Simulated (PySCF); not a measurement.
# RuNBr: structure of the singlet

Where does singlet RuNBr go from a linear start, is the end point a minimum, and what are its modes, charges and moments?

Program: PySCF 2.14.0. Level of theory: PBE0, basis Ru def2-TZVP with ECP28, N def2-TZVP, Br def2-TZVP, scalar-relativistic core potentials, no spin–orbit coupling, density fitting. These are calculated values, not measurements.

### Step 1. Where the work starts

3 atoms, charge 0, spin multiplicity 1.

Bond lengths: Ru1–N2 1.740 Å, Ru1–Br3 2.390 Å. Angles: N2–Ru1–Br3 180.0°.

```xyz
3
charge 0 multiplicity 1
Ru    0.0000    0.0000    0.0000
N     0.0000    0.0000   -1.7400
Br    0.0000    0.0000    2.3900
```

### Step 2. First SCF at the start

The steps below are one call of a driver around PySCF. For each, scf.py gives the equivalent set-up of the SCF; relaxations use the driver's own optimiser. After this first run the driver tries any further starts and a stability analysis.

Input file scf.py:

```python
from pyscf import gto, scf, dft
mol = gto.M(atom='''
Ru     0.000000     0.000000     0.000000
N      0.000000     0.000000    -1.740000
Br     0.000000     0.000000     2.390000''',
    basis={'Ru': 'def2-TZVP', 'N': 'def2-TZVP', 'Br': 'def2-TZVP'},
    ecp={'Ru': 'def2-TZVP'},
    charge=0, spin=0)
mf = dft.RKS(mol, xc='PBE0')
mf.grids.atom_grid = (50, 194)
aux = {'Ru': 'def2-universal-JKFIT', 'N': 'def2-universal-JKFIT', 'Br': 'def2-universal-JKFIT'}
mf = mf.density_fit(auxbasis=aux)
mf.conv_tol = 1e-08
mf.diis_space = 10
mf.max_cycle = 60
mf.init_guess = 'minao'
mf.verbose = 4
mf.kernel()
```

Launch:

```sh
$ OMP_NUM_THREADS=4 python axn.py task.json out
```

Standard output:

```text
init E= -2714.44692789804
  HOMO = -0.554775373741773  LUMO = -0.474270866590975  gap/eV = 2.19064
cycle= 1 E= -2722.21026596399  delta_E= -7.76  |g|= 2.52  |ddm|= 4.65
cycle= 2 E= -2711.68049403463  delta_E= 10.5  |g|=  5.4  |ddm|= 6.42
  HOMO = -0.355483468406525  LUMO = -0.244173839013777  gap/eV = 3.02889
cycle= 3 E= -2722.83298199963  delta_E= -11.2  |g|= 1.68  |ddm|= 6.32
  HOMO = -0.349537641450144  LUMO = -0.229154291878544  gap/eV = 3.27580
cycle= 4 E= -2723.29394571029  delta_E= -0.461  |g|= 0.725  |ddm|= 0.957
  HOMO = -0.214454745613033  LUMO = -0.108273988081036  gap/eV = 2.88933
cycle= 5 E= -2723.36786968429  delta_E= -0.0739  |g|= 0.362  |ddm|= 0.711
  HOMO = -0.266167901073865  LUMO = -0.147813921601123  gap/eV = 3.22058
cycle= 6 E= -2723.40312504188  delta_E= -0.0353  |g|= 0.152  |ddm|= 0.398
  HOMO = -0.271841409773234  LUMO = -0.149901304777684  gap/eV = 3.31816
cycle= 7 E= -2723.40726246109  delta_E= -0.00414  |g|= 0.0583  |ddm|= 0.0901
  HOMO = -0.273354078001215  LUMO = -0.15054715837167  gap/eV = 3.34175
cycle= 8 E= -2723.40761836058  delta_E= -0.000356  |g|= 0.037  |ddm|= 0.0143
  HOMO = -0.274098644444614  LUMO = -0.150794178998628  gap/eV = 3.35529
cycle= 9 E= -2723.40781349338  delta_E= -0.000195  |g|= 0.0188  |ddm|= 0.00867
  HOMO = -0.275043841657552  LUMO = -0.151205764528145  gap/eV = 3.36981
cycle= 10 E= -2723.40787803054  delta_E= -6.45e-05  |g|= 0.00296  |ddm|= 0.00676
  HOMO = -0.275245344144583  LUMO = -0.151295320574126  gap/eV = 3.37285
cycle= 11 E= -2723.40787969534  delta_E= -1.66e-06  |g|= 0.000824  |ddm|= 0.00163
  HOMO = -0.275230126521997  LUMO = -0.15129832658119  gap/eV = 3.37236
cycle= 12 E= -2723.40787983045  delta_E= -1.35e-07  |g|= 0.000101  |ddm|= 0.000379
  HOMO = -0.275217716960098  LUMO = -0.151289630693355  gap/eV = 3.37225
cycle= 13 E= -2723.40787983316  delta_E= -2.71e-09  |g|= 2.1e-05  |ddm|= 9.8e-05
  HOMO = -0.27521768397293  LUMO = -0.151288073584479  gap/eV = 3.37230
Extra cycle  E= -2723.40787983128  delta_E= 1.89e-09  |g|= 0.000101  |ddm|= 6.63e-05
converged SCF energy = -2723.40787983128
```

This step, with its further starts and checks, ran for 9.2 s (4 threads of Arm Neoverse V2, shared host).

The starts that the driver tried:

```tsv
start	energy (Eh)
the minimal-basis guess	-2723.407880
a thermally smeared density	-2723.407880
a smeared PBE density	-2723.407880
```

The test of internal stability and the other starts found no lower closed-shell solution.

### Step 3. Relaxing the singlet from the linear start

The program finds C∞v symmetry in the start, which this walk keeps.

Changes to scf.py since step 2:

```diff
@@ -3,3 +3,3 @@
-Ru     0.000000     0.000000     0.000000
-N      0.000000     0.000000    -1.740000
-Br     0.000000     0.000000     2.390000''',
+Ru     0.000000     0.000000    -0.843058
+N      0.000000     0.000000    -2.583058
+Br     0.000000    -0.000000     1.546942''',
@@ -16 +15,0 @@
-mf.init_guess = 'minao'
```

Energy and gradient, step by step:

```tsv
step	energy (Eh)	change (kJ/mol)	largest symmetric gradient (Eh/bohr)
0	-2723.407880	0.00	0.17077
1	-2723.444101	-95.10	0.03112
2	-2723.444700	-96.67	0.01979
3	-2723.444944	-97.31	0.00308
4	-2723.444956	-97.34	0.00035
5	-2723.444957	-97.34	0.00006
```

The walk took 9.8 s.

Positions (Å) and forces (eV/Å) along the way:

```
step 0
Ru   0.000   0.000  -0.843   0.000   0.000  -8.781
N    0.000   0.000  -2.583   0.000   0.000   8.447
Br   0.000   0.000   1.547   0.000   0.000   0.335
step 1
Ru   0.000   0.000  -0.928   0.000   0.000   1.129
N    0.000   0.000  -2.452   0.000   0.000  -1.600
Br   0.000   0.000   1.501   0.000   0.000   0.471
step 3
Ru   0.000   0.000  -0.931   0.000   0.000  -0.159
N    0.000   0.000  -2.475   0.000   0.000   0.084
Br   0.000   0.000   1.526   0.000   0.000   0.075
step 5
Ru   0.000   0.000  -0.934   0.000   0.000   0.002
N    0.000   0.000  -2.476   0.000   0.000  -0.003
Br   0.000   0.000   1.530   0.000   0.000   0.002
```

It settles in C∞v symmetry, 97.3 kJ/mol below the start, after 5 steps: Ru–Br 2.464 Å, Ru–N 1.543 Å; Br–Ru–N 180.0°.

### Step 4. Is it a minimum? Harmonic modes

The point is checked on the finer grid, and tightened if its gradient asks for it. The Hessian and the dipole derivatives come from central differences of analytic gradients, with steps of 0.02 bohr.

Changes to scf.py since step 3:

```diff
@@ -3,3 +3,3 @@
-Ru     0.000000     0.000000    -0.843058
-N      0.000000     0.000000    -2.583058
-Br     0.000000    -0.000000     1.546942''',
+Ru    -0.000000     0.000000    -0.887129
+N     -0.000000     0.000000    -2.429782
+Br     0.000000     0.000000     1.576697''',
@@ -10 +10 @@
-mf.grids.atom_grid = (50, 194)
+mf.grids.atom_grid = (75, 302)
@@ -13 +13 @@
-mf.conv_tol = 1e-08
+mf.conv_tol = 1e-10
```

This SCF starts from the last density.

Log of the central SCF (cycles and frontier levels):

```text
init E= -2723.44489418783
  HOMO = -0.276103696927222  LUMO = -0.131471075521495  gap/eV = 3.93565
cycle= 1 E= -2723.44489418782  delta_E= 1.18e-11  |g|= 9.55e-06  |ddm|= 1.47e-05
  HOMO = -0.276102470464323  LUMO = -0.131469609305891  gap/eV = 3.93566
Extra cycle  E= -2723.44489418771  delta_E= 1.1e-10  |g|= 2.47e-05  |ddm|= 2.48e-05
converged SCF energy = -2723.44489418771
```

The whole step took 25 s.

Geometry: C∞v; Ru–Br 2.464 Å, Ru–N 1.543 Å; Br–Ru–N 180.0°.

Modes, for the most abundant isotopes:

```json
{"symmetry": "π", "ω (cm⁻¹)": "102i", "IR (km/mol)": "27.3"}
{"symmetry": "σ+", "ω (cm⁻¹)": "251", "IR (km/mol)": "29.5"}
{"symmetry": "σ+", "ω (cm⁻¹)": "1266", "IR (km/mol)": "137"}
```

With 2 modes imaginary (up to 102i cm⁻¹) this point is a saddle.

Constants and moments:

```yaml
Dipole_moment: 2.09 D
Highest_occupied_level: -7.51 eV
Lowest_empty_level: -3.58 eV
Rotational_constants: 0.04695 cm⁻¹
Zero-point_energy_real_modes: 9.1 kJ/mol
Principal_polarisabilities: 38.4, 38.4, 89.4 bohr³
Atomisation_energy_without_zero-point_energy: 774 kJ/mol
Principal_traceless_quadrupole_moments_about_the_centre_of_mass: -5.00, 2.50, 2.50 D Å
```

Populations by atom (charges in e):

```json
{"atom": "Ru1", "Mulliken": "0.77", "Löwdin": "0.20", "polar tensor": "1.26", "Mayer order to Ru1": "–"}
{"atom": "N2", "Mulliken": "-0.35", "Löwdin": "-0.09", "polar tensor": "-0.61", "Mayer order to Ru1": "2.80"}
{"atom": "Br3", "Mulliken": "-0.42", "Löwdin": "-0.11", "polar tensor": "-0.64", "Mayer order to Ru1": "1.00"}
```

Mulliken populations on Ru1 (outside its core potential): s 2.37, p 6.01, d 6.83, f 0.02.

### Step 5. Leaving the saddle point

The atoms are moved a little along the softest imaginary mode and relaxed again.

The program finds Cs symmetry in the start, which this walk keeps. The walk stops when the largest gradient is under 0.0003 Eh/bohr and the energy has settled too.

Changes to scf.py since step 4:

```diff
@@ -3,3 +3,3 @@
-Ru    -0.000000     0.000000    -0.887129
-N     -0.000000     0.000000    -2.429782
-Br     0.000000     0.000000     1.576697''',
+Ru     0.000196    -0.055863    -0.887147
+N     -0.000877     0.249998    -2.429800
+Br    -0.000097     0.027774     1.576678''',
@@ -10 +10 @@
-mf.grids.atom_grid = (75, 302)
+mf.grids.atom_grid = (50, 194)
@@ -13 +13 @@
-mf.conv_tol = 1e-10
+mf.conv_tol = 1e-08
```

Energy and gradient, step by step:

```tsv
step	energy (Eh)	change (kJ/mol)	largest symmetric gradient (Eh/bohr)
0	-2723.444561	0.00	0.03979
1	-2723.445730	-3.07	0.01708
2	-2723.446143	-4.15	0.00414
3	-2723.446641	-5.46	0.01494
4	-2723.446776	-5.82	0.03969
5	-2723.447475	-7.65	0.01885
6	-2723.448064	-9.20	0.00890
7	-2723.448967	-11.57	0.01259
8	-2723.449168	-12.10	0.00507
9	-2723.449225	-12.24	0.00166
10	-2723.449226	-12.25	0.00110
11	-2723.449228	-12.25	0.00006
```

The walk took 21 s.

Positions (Å) and forces (eV/Å) along the way:

```
step 0
Ru   0.000  -0.056  -0.887  -0.001   0.236  -1.874
N   -0.001   0.250  -2.430   0.001  -0.298   2.046
Br   0.000   0.028   1.577   0.000   0.061  -0.172
step 1
Ru   0.000  -0.068  -0.900   0.001  -0.399   0.861
N   -0.001   0.255  -2.396  -0.001   0.320  -0.878
Br   0.000   0.035   1.555   0.000   0.079   0.017
step 6
Ru   0.001  -0.228  -0.907   0.000  -0.037  -0.413
N   -0.001   0.351  -2.342   0.000  -0.041   0.458
Br   0.000   0.099   1.509   0.000   0.078  -0.045
step 11
Ru   0.001  -0.377  -0.927   0.000   0.003  -0.001
N   -0.002   0.435  -2.238   0.000  -0.004   0.002
Br  -0.001   0.163   1.424   0.000   0.002  -0.001
```

End point (Cs, 11 steps, 12.3 kJ/mol gained): Ru–Br 2.413 Å, Ru–N 1.542 Å; Br–Ru–N 135.3°.

### Step 6. Hessian and properties

The same treatment as at the point before.

Changes to scf.py since step 5:

```diff
@@ -3,3 +3,3 @@
-Ru     0.000196    -0.055863    -0.887147
-N     -0.000877     0.249998    -2.429800
-Br    -0.000097     0.027774     1.576678''',
+Ru     0.000971    -0.276908    -0.858159
+N     -0.001876     0.534912    -2.168918
+Br    -0.000921     0.262756     1.493003''',
@@ -10 +10 @@
-mf.grids.atom_grid = (50, 194)
+mf.grids.atom_grid = (75, 302)
@@ -13 +13 @@
-mf.conv_tol = 1e-08
+mf.conv_tol = 1e-10
```

SCF at the final geometry:

```text
init E= -2723.44917173395
  HOMO = -0.258657432496163  LUMO = -0.133295008491563  gap/eV = 3.41129
cycle= 1 E= -2723.44917173388  delta_E= 6.78e-11  |g|= 1.8e-05  |ddm|= 2.53e-05
  HOMO = -0.258655381776651  LUMO = -0.133291566328382  gap/eV = 3.41132
cycle= 2 E= -2723.44917173364  delta_E= 2.48e-10  |g|= 3.8e-05  |ddm|= 4.43e-05
  HOMO = -0.258655455077531  LUMO = -0.133293032924811  gap/eV = 3.41129
cycle= 3 E= -2723.44917173391  delta_E= -2.72e-10  |g|= 1.91e-05  |ddm|= 2.9e-05
  HOMO = -0.258656406919652  LUMO = -0.133293615970782  gap/eV = 3.41130
cycle= 4 E= -2723.44917173397  delta_E= -6.37e-11  |g|= 2.66e-07  |ddm|= 8.52e-06
  HOMO = -0.258656429281164  LUMO = -0.133293620715164  gap/eV = 3.41130
Extra cycle  E= -2723.44917173397  delta_E= -3.64e-12  |g|= 2.8e-07  |ddm|= 4.8e-07
converged SCF energy = -2723.44917173397
```

The whole step ran for 34 s (4 threads of Arm Neoverse V2, shared host).

Geometry: Cs; Ru–Br 2.412 Å, Ru–N 1.542 Å; Br–Ru–N 135.3°.

Modes, for the most abundant isotopes:

```json
{"symmetry": "a'", "ω (cm⁻¹)": "111", "IR (km/mol)": "9.6"}
{"symmetry": "a'", "ω (cm⁻¹)": "275", "IR (km/mol)": "31.0"}
{"symmetry": "a'", "ω (cm⁻¹)": "1274", "IR (km/mol)": "120"}
```

No imaginary mode, so this is a minimum.

Properties at this point:

```yaml
Dipole_moment: 3.20 D
Highest_occupied_level: -7.04 eV
Lowest_empty_level: -3.63 eV
Rotational_constants: 1.371, 0.05238, 0.05046 cm⁻¹
Zero-point_energy: 9.9 kJ/mol
Principal_polarisabilities: 41.1, 43.1, 82.9 bohr³
Atomisation_energy_without_zero-point_energy: 785 kJ/mol
Principal_traceless_quadrupole_moments_about_the_centre_of_mass: -5.15, 0.36, 4.79 D Å
Entropy_at_298.15_K_and_1_bar: 302.0 J/(mol K)
Heat_capacity_Cp_at_298.15_K: 49.3 J/(mol K)
Enthalpy_at_298.15_K_above_0_K: 13.01 kJ/mol
Rotational_symmetry_number: 1
```

Charges (e) and bond orders:

```tsv
atom	Mulliken	Löwdin	polar tensor	Mayer order to Ru1
Ru1	0.83	0.18	1.18	–
N2	-0.38	-0.10	-0.60	2.78
Br3	-0.45	-0.08	-0.59	0.88
```

Mulliken populations on Ru1 (outside its core potential): s 2.25, p 6.08, d 6.82, f 0.02.

### Step 7. Stability of the closed shell

At the lowest minimum the closed shell is tested against spin polarisation, on the (50, 194) grid. It is stable.

### Step 8. All stationary points

| spin | group | bonds | imaginary modes (cm⁻¹) | ΔE (kJ/mol) | with zero-point energy |
| --- | --- | --- | --- | --- | --- |
| singlet | Cs | Ru–Br 2.412 Å, Ru–N 1.542 Å | none | 0.0 | 0.0 |
| singlet | C∞v | Ru–Br 2.464 Å, Ru–N 1.543 Å | 102i, 102i | 11.2 | – |

### Step 9. What came out

| quantity | value |
| --- | --- |
| minimum | singlet, Cs |
| geometry | Ru–Br 2.412 Å, Ru–N 1.542 Å; Br–Ru–N 135.3° |
| wavenumbers (cm⁻¹) | 111 (a'), 275 (a'), 1274 (a') |
| dipole moment | 3.20 D |
| highest occupied, lowest empty level | -7.04, -3.63 eV |
| polar-tensor charge of Ru1 | +1.18 e |
| zero-point energy | 9.9 kJ/mol |
| entropy at 298.15 K | 302.0 J/(mol K) |
| atomisation energy (no zero-point energy) | 785 kJ/mol |

The linear start (C∞v) ends in a minimum of Cs symmetry, after a stop at a second-order saddle point 11.2 kJ/mol higher, from which it was pushed off along an imaginary mode. In the infrared the band at 1274 cm⁻¹ (a', stretch) leads. Other starts or spin states, not run here, may lie lower.

The search up to here took 1.7 min.
